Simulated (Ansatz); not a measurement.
# Pt3PbC: the cost of one run

Program: Ansatz 0.2.0 through its Python package. Level of theory: DFT PBE, plane waves, PAW. These are calculated values, not measurements.

## (1) The system

Symmetry: Pm-3m, No. 221, cubic system. The conventional cell has a = 4.348 Å, b = 4.348 Å, c = 4.348 Å, α = 90.00°, β = 90.00°, γ = 90.00°. Around Pt (site symmetry 4/mmm) lie 2 C at 2.17 Å. Pb (site symmetry m-3m) has 12 Pt at 3.07 Å as nearest neighbours. Around C (site symmetry m-3m) lie 6 Pt at 2.17 Å.

POSCAR, read by the script:

```text
Pt3PbC
1.0
   4.34804300    0.00000000    0.00000000
   0.00000000    4.34804300    0.00000000
   0.00000000    0.00000000    4.34804300
Pt Pb C
3 1 1
Direct
   0.00000000    0.50000000    0.50000000
   0.50000000    0.50000000    0.00000000
   0.50000000    0.00000000    0.50000000
   0.00000000    0.00000000    0.00000000
   0.50000000    0.50000000    0.50000000
```

## (2) Script

smear.py reads:

```python
"""Smearing width test for Pt3PbC."""

import warnings

import ansatz as az
from ase.io import read
import matplotlib.pyplot as plt

TOLERANCE = 1e-08
KMESH = (5, 5, 5)
MIXING_BETA = 0.5
ECUT = 630
FUNCTIONAL = "pbe"

warnings.simplefilter("ignore", az.DeckWarning)

atoms = read("POSCAR", format="vasp")
pt3pbc = az.Crystal.from_ase(atoms)

base = (
    pt3pbc.calculation()
    .scf(tolerance=TOLERANCE, self_checks="high")
    .kpoints(*KMESH, center="gamma")
    .mixing("msr1", beta=MIXING_BETA)
    .basis(ECUT)
    .functional(FUNCTIONAL)
)

rows = []
for value in [0.25, 0.15, 0.1, 0.05, 0.025]:
    summary = base.occupations("fermi_dirac", width=value).run(threads=1, backend="cpu").report
    rows.append((value, summary["free_energy_ev"] / len(summary["lattice"]["sites"]), summary["n_iterations"], summary["n_kpoints"]))

print("  width (eV)   F/atom (eV)    iterations      k-points")
for row in rows:
    print(f"{str(row[0]):>12s}  {row[1]:12.5f}  {row[2]:12d}  {row[3]:12d}")

# the last row is the reference
for row in rows[:-1]:
    shift = 1000 * (row[1] - rows[-1][1])
    print(f"{row[0]}: {shift:+.2f} meV/atom" + ("  (within 5 meV)" if abs(shift) < 5 else ""))
plt.figure(figsize=(4.5, 3))
plt.plot([str(row[0]) for row in rows], [1000 * (row[1] - rows[-1][1]) for row in rows], "o-")
plt.xlabel("width (eV)")
plt.ylabel("F - F(last) (meV/atom)")
plt.tight_layout()
plt.savefig("smear.png", dpi=100)
```

## (3) The input behind the calls

The engine receives this input (first run):

```yaml
crystal:
  lattice:
    - [4.348043, 0.0, 0.0]
    - [0.0, 4.348043, 0.0]
    - [0.0, 0.0, 4.348043]
  atoms:
    - { symbol: Pt, position: [0.0, 0.5, 0.5] }
    - { symbol: Pt, position: [0.5, 0.5, 0.0] }
    - { symbol: Pt, position: [0.5, 0.0, 0.5] }
    - { symbol: Pb, position: [0.0, 0.0, 0.0] }
    - { symbol: C, position: [0.5, 0.5, 0.5] }
basis:
  ecutwfc: 630.0
kpoints:
  mp_grid:
    grid: [5, 5, 5]
    shift: [0.0, 0.0, 0.0]
hamiltonian:
  xc: pbe
scf:
  self_checks: high
  convergence:
    dr2_threshold: 1.0e-08
  mixing:
    algorithm: msr1
    beta: 0.5
  occupations:
    method: fermi_dirac
    width: 0.25
```

## (4) Launch

The run is started by

```
python smear.py
```

Q: Estimate wall time and peak memory on 1 thread of Arm Neoverse V1, shared host.

About 22 s, with a peak of 0.53 GiB.
